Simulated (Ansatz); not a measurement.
**C₂H₈O₂S₂Zr: taking an electron away**

The task here is to estimate one member of a computed series from the others.

Computed with Ansatz 0.2.0, Gaussian basis. Level: unrestricted cation, the program's frozen cores in correlated methods.

The runs, in order: UKS PBE-D4/def2-TZVPP; UKS r2SCAN-D4/def2-TZVPP; UKS PBE0-D4/def2-TZVPP; UKS B3LYP-D4/def2-TZVPP; UKS wB97X-V/def2-TZVPP; UKS wB97M-V/def2-TZVPP; UKS B2PLYP/def2-TZVPP; then −ε(HOMO) from the neutral's earlier runs with LDA (SPW92), PBE-D4, revPBE-D4, BLYP-D4, r2SCAN-D4, B97M-V, PBE0-D4, B3LYP-D4, r2SCANh-D4, r2SCAN0-D4, HSE06-D4, BHLYP-D4, CAM-B3LYP-D4, LC-ωPBE, ωB97X-V, ωB97M-V.

## The relaxed structure

The geometry comes from an earlier relaxation with PBE0-D4 in a triple-zeta def2 set; it is a stationary point, not always the lowest conformer. Zr takes the def2 core potential; no spin-orbit term is included.

SMILES `C[O][Zr]([SH])([SH])[O]C`, 15 atoms, charge 0, spin multiplicity 1.

Atoms are counted from 1 here; the program's logs count them from 0.

Bond lengths: C1–O2 1.393 Å, C1–H8 1.094 Å, C1–H9 1.094 Å, C1–H10 1.094 Å, O2–Zr3 1.894 Å, Zr3–S4 2.472 Å, Zr3–S5 2.467 Å, Zr3–O6 1.900 Å, S4–H11 1.346 Å, S5–H12 1.347 Å, O6–C7 1.392 Å, C7–H13 1.094 Å, C7–H14 1.094 Å, C7–H15 1.094 Å. Angles: O2–C1–H8 109.9°, O2–C1–H9 110.1°, O2–C1–H10 110.6°, H8–C1–H9 108.7°, H8–C1–H10 108.7°, H9–C1–H10 108.8°, C1–O2–Zr3 173.0°, O2–Zr3–S4 109.9°, O2–Zr3–S5 104.2°, O2–Zr3–O6 115.1°, S4–Zr3–S5 111.6°, S4–Zr3–O6 106.5°, S5–Zr3–O6 109.8°, Zr3–S4–H11 91.0°, Zr3–S5–H12 92.1°, Zr3–O6–C7 170.6°, O6–C7–H13 110.3°, O6–C7–H14 110.0° and more.

Set-up of the first run:

Contents of in.yaml:

```yaml
crystal:
  periodic: [false, false, false]
  atoms:
    - {symbol: C, position_ang: [1.589698, -1.321187, 2.201671]}
    - {symbol: O, position_ang: [1.214666, -0.852385, 0.944627]}
    - {symbol: Zr, position_ang: [0.488757, -0.213485, -0.683503]}
    - {symbol: S, position_ang: [0.022891, -2.111476, -2.197249]}
    - {symbol: S, position_ang: [2.246506, 1.260285, -1.591588]}
    - {symbol: O, position_ang: [-1.138133, 0.752487, -0.515490]}
    - {symbol: C, position_ang: [-2.235050, 1.552439, -0.206495]}
    - {symbol: H, position_ang: [2.648953, -1.111803, 2.376516]}
    - {symbol: H, position_ang: [1.431409, -2.401946, 2.263218]}
    - {symbol: H, position_ang: [1.001864, -0.833797, 2.985450]}
    - {symbol: H, position_ang: [-1.172434, -1.587568, -2.525825]}
    - {symbol: H, position_ang: [1.507207, 1.557498, -2.677320]}
    - {symbol: H, position_ang: [-2.009519, 2.602446, -0.415900]}
    - {symbol: H, position_ang: [-3.098148, 1.253731, -0.809146]}
    - {symbol: H, position_ang: [-2.498655, 1.454751, 0.851034]}
basis:
  gaussian: {orbitals: def2-TZVPP}
total_charge: 1
magnetization: {spin_polarized: true, initial_magnetization: 1}
hamiltonian: {xc: pbe, dispersion: d4}
```

Run with:

```sh
ansatz run in.yaml --threads 2 --pin off --events-out ev --progress --plain --max-ram 32768MiB --backend cuda --devices 0, --max-vram 18GiB
```

Steps of the session up to this table: Cation, UKS PBE-D4/def2-TZVPP; Cation, UKS r2SCAN-D4/def2-TZVPP; Cation, UKS PBE0-D4/def2-TZVPP; Cation, UKS B3LYP-D4/def2-TZVPP; Cation, UKS wB97X-V/def2-TZVPP; Cation, UKS wB97M-V/def2-TZVPP; Cation, UKS B2PLYP (frozen core)/def2-TZVPP.

One of the session's tables, all rows but one given; the rest of the session is left out.

For comparison, −ε(HOMO) of the neutral from earlier runs:

| functional | −ε(HOMO) (eV) |
| --- | --- |
| LDA (SPW92) | 5.90 |
| PBE-D4 | 5.78 |
| revPBE-D4 | 5.73 |
| BLYP-D4 | 5.60 |
| r2SCAN-D4 | 6.07 |
| B97M-V | 6.14 |
| PBE0-D4 | 6.97 |
| B3LYP-D4 | ? |
| r2SCANh-D4 | 6.51 |
| r2SCAN0-D4 | 7.16 |
| HSE06-D4 | 6.57 |
| BHLYP-D4 | 7.99 |
| CAM-B3LYP-D4 | 8.22 |
| LC-ωPBE | 9.61 |
| ωB97X-V | 9.25 |
| ωB97M-V | 9.09 |

Q: Estimate the row for B3LYP-D4 from the others.

Worked estimate for «−ε(HOMO) (eV)». Against the share of exact exchange, BLYP-D4 (0, 5.60), BHLYP-D4 (0.5, 7.99) give a slope of 4.78 per unit share; at 0.2 the line stands at 6.56.

**Answer.** −ε(HOMO) (eV): 6.71. In «−ε(HOMO) (eV)» the line misses by -0.15.

Caveats from the session: The cation may have settled in a state other than its lowest; no search over hole states beyond the program's own was made.
